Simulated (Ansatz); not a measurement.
# Cl3H3InN: the cost of one run

All numbers below are computed with Ansatz 0.2.0 (RKS PBE0/def2-SVP).

## 1. Starting point

Bond lengths: In1–Cl2 2.790 Å, In1–Cl3 2.440 Å, In1–Cl4 2.440 Å, In1–N5 2.430 Å, N5–H6 1.060 Å, N5–H7 1.060 Å. Angles: Cl2–In1–Cl3 120.0°, Cl2–In1–Cl4 120.0°, Cl2–In1–N5 71.6°, Cl3–In1–Cl4 120.0°, Cl3–In1–N5 97.0°, Cl4–In1–N5 101.2°, In1–N5–H6 120.0°, In1–N5–H7 120.0°, H6–N5–H7 120.0°.

Structure file:

```xyz
8

In    0.0000    0.0000    0.0000
Cl    0.0000    0.0000    2.7900
Cl    2.1130    0.0000   -1.2200
Cl   -2.1130    0.0000   -1.2200
N     0.1016   -2.3038    0.7662
H    -0.4168   -3.0618    0.2367
H     0.6642   -2.5507    1.6300
H     0.0695   -1.5772    2.0024
```

## 2. A restrained relaxation towards end A

Springs on the bonds that form and break draw the guess towards this end; the thresholds are loose.

The input, input.yaml:

```yaml
crystal:
  periodic: [false, false, false]
  atoms:
    - { symbol: In, position_ang: [0.0, 0.0, 0.0] }
    - { symbol: Cl, position_ang: [0.0, 0.0, 2.79] }
    - { symbol: Cl, position_ang: [2.113, 0.0, -1.22] }
    - { symbol: Cl, position_ang: [-2.113, 0.0, -1.22] }
    - { symbol: "N", position_ang: [0.1016, -2.3038, 0.7662] }
    - { symbol: H, position_ang: [-0.4168, -3.0618, 0.2367] }
    - { symbol: H, position_ang: [0.6642, -2.5507, 1.63] }
    - { symbol: H, position_ang: [0.0695, -1.5772, 2.0024] }
basis:
  gaussian: { orbitals: def2-SVP }
hamiltonian:
  xc: pbe0
relax:
  f_tol: 0.15
  max_steps: 25
  restrain:
    - { distance: [0, 4], at: 3.33, k: 30.0 }
    - { distance: [7, 1], at: 2.57, k: 30.0 }
    - { distance: [0, 1], at: 2.44, k: 30.0 }
    - { distance: [7, 4], at: 1.06, k: 30.0 }
```

Run with:

```
$ ansatz run input.yaml --threads 4 --pin off --max-ram 5120MiB --backend cpu --events-out ev --progress --plain --runs-dir out
```

What time and memory should one allow on 4 threads of Arm Neoverse V2, shared host?

About 20 s, with a peak of 0.28 GiB.
